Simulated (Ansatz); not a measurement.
**AlBrH2OZn: one species, many methods**

The task here is to estimate one member of a computed series from the others.

Method: functionals in def2-TZVPP, the program's frozen cores in correlated methods; program: Ansatz 0.2.0, Gaussian basis.

Levels to be run: LDA (SPW92), PBE-D4, revPBE-D4, BLYP-D4, r2SCAN-D4, B97M-V, PBE0-D4, B3LYP-D4, r2SCANh-D4, r2SCAN0-D4, HSE06-D4, BHLYP-D4, CAM-B3LYP-D4, LC-ωPBE, ωB97X-V, ωB97M-V, B2PLYP, PBE-QIDH; CCSD(T)/def2-SVP; CCSD(T)/def2-TZVPP; MP2/def2-QZVPP; extrapolation to the limit; RPA on PBE.

## The relaxed structure

The geometry comes from an earlier relaxation with PBE0-D4 in a triple-zeta def2 set; it is a stationary point.

6 atoms, charge 0, spin multiplicity 1.

Atoms are counted from 1 here; the program's logs count them from 0.

Bond lengths: O1–Al2 1.695 Å, O1–H5 0.956 Å, Al2–Br4 2.278 Å, Al2–H6 1.571 Å. Angles: Al2–O1–H5 122.7°, O1–Al2–Br4 118.4°, O1–Al2–H6 119.2°, Br4–Al2–H6 120.2°.

As a file:

```
O    -0.4154    1.1416   -0.8426
Al   -0.0872    0.1609    0.5003
Zn    2.1488   -1.2778   -0.6582
Br   -1.3441   -1.7146    0.8032
H    -1.0192    0.8810   -1.5366
H     0.7593    0.7449    1.6877
```

Set-up of the first run:

The input, in.yaml:

```yaml
crystal:
  periodic: [false, false, false]
  atoms:
    - {symbol: O, position_ang: [-0.415408, 1.141612, -0.842613]}
    - {symbol: Al, position_ang: [-0.087244, 0.160917, 0.500263]}
    - {symbol: Zn, position_ang: [2.148754, -1.277837, -0.658181]}
    - {symbol: Br, position_ang: [-1.344133, -1.714598, 0.803236]}
    - {symbol: H, position_ang: [-1.019212, 0.881031, -1.536617]}
    - {symbol: H, position_ang: [0.759343, 0.744876, 1.687712]}
basis:
  gaussian: {orbitals: def2-TZVPP}
hamiltonian: {xc: lda}
output: {orbitals: {seedname: orbitals}}
```

The run is started by

```sh
> ansatz run in.yaml --threads 4 --pin off --events-out ev --progress --plain --max-ram 10444MiB
```

Among the steps run: LDA; PBE-D4 (GGA); revPBE-D4 (GGA); BLYP-D4 (GGA); r2SCAN-D4 (meta-GGA); B97M-V (meta-GGA); B3LYP-D4 (hybrid); r2SCANh-D4 (hybrid); r2SCAN0-D4 (hybrid); HSE06-D4 (hybrid); BHLYP-D4 (hybrid); CAM-B3LYP-D4 (range-separated); LC-ωPBE (range-separated); ωB97X-V (range-separated); ωB97M-V (range-separated); B2PLYP (double hybrid); PBE-QIDH (double hybrid).

One table of the session follows, with a row left open; its other results are not shown here.

It belongs to the step «Orbital energies across the functionals». 

```
  functional  HOMO (eV)  LUMO (eV)  gap (eV)
 LDA (SPW92)      -6.60      -2.90      3.71
      PBE-D4      -6.38      -2.69      3.69
   revPBE-D4      -6.30      -2.62      3.68
     BLYP-D4      -6.31      -2.56      3.75
   r2SCAN-D4      -6.63      -2.60      4.03
      B97M-V      -6.44      -2.60      3.84
     PBE0-D4      -7.20      -2.03      5.16
    B3LYP-D4      -7.14      -2.19      4.94
  r2SCANh-D4      -6.94      -2.35      4.59
  r2SCAN0-D4      -7.39      -1.97      5.42
    HSE06-D4      -6.80      -2.39      4.41
    BHLYP-D4      -7.94      -1.27      6.67
CAM-B3LYP-D4      -8.46      -1.11      7.35
     LC-ωPBE      -9.54      -0.19      9.35
     ωB97X-V          ?          ?         ?
     ωB97M-V      -9.22      -0.33      8.89
```

Q: Estimate the row for ωB97X-V from the others.

The run gave: HOMO (eV): -9.25; LUMO (eV): -0.21; gap (eV): 9.03. In the column «HOMO (eV)» it lies between LC-ωPBE (-9.54) and ωB97M-V (-9.22).
